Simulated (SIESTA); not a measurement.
The system is Ti3Pd5.

```xyz
8
Lattice="3.2630 0.0000 0.0000 0.0000 3.2630 0.0000 0.0000 0.0000 11.4360" Properties=species:S:1:pos:R:3 pbc="T T T"
Pd    1.6315    1.6315    7.1475
Pd    1.6315    1.6315    4.2885
Pd    0.0000    0.0000    0.0000
Pd    0.0000    0.0000    8.5770
Pd    0.0000    0.0000    2.8590
Ti    0.0000    0.0000    5.7180
Ti    1.6315    1.6315   10.0065
Ti    1.6315    1.6315    1.4295
```

| Property | Result |
| --- | --- |
| Program | SIESTA 5.4.2 |
| Task | single point |
| Functional | PBEsol |
| Potentials or basis | PseudoDojo 0.4 standard (PBEsol files) |
| Basis | DZP (energy shift 0.003 Ry; two zetas on semicore shells) |
| Grid cutoff | 800 Ry |
| Energy shift | 0.003 Ry |
| k mesh | 8 × 8 × 3 |
| Occupations | fermi-dirac, width 0.05 eV |
| Spin | no spin polarisation |

On this cell: pressure -2.2 GPa; largest force 1.754 eV/Å; band gap on the k mesh none (metal or under the smearing width).

The same run follows on a disturbed copy (atoms moved at random, drawn with an rms of 0.05 Å):

```
Pd Ti
1.0
     3.26300    0.00000    0.00000
     0.00000    3.26300    0.00000
     0.00000    0.00000   11.43600
Pd Ti
5 3
Cartesian
  1.6646 1.6017 7.1288
  1.6347 1.6053 4.2513
  -0.0167 0.0146 -0.0305
  -0.0231 -0.0259 8.5579
  0.0055 -0.0157 2.8202
  0.0171 -0.0051 5.7294
  1.6504 1.6671 9.9935
  1.6068 1.6242 1.4685
```

Question: What does the disturbed cell give?

Answer: The energy (extrapolated to zero smearing) moves by -7.4 meV/atom; pressure -2.2 GPa; largest force 1.610 eV/Å; band gap on the k mesh none (metal or under the smearing width).

Forces in eV/Å, atoms in the order of the input:
```
Pd  -0.288  0.097 -0.835
Pd   0.029  0.089  1.005
Pd   0.064 -0.011  0.242
Pd   0.348  0.119  1.213
Pd  -0.085 -0.009 -1.010
Ti  -0.012 -0.111 -0.191
Ti  -0.155 -0.191 -1.591
Ti   0.101  0.015  1.168
```

Stress tensor (GPa, compression positive):
```
-1.19  0.03  0.22
 0.03 -1.16  0.00
 0.22  0.00 -4.15
```

Caveats: the cell's inner coordinates are idealised or old, which leaves forces on the atoms; the basis of atomic orbitals isn't converged, which shifts pressures, moduli and gaps.
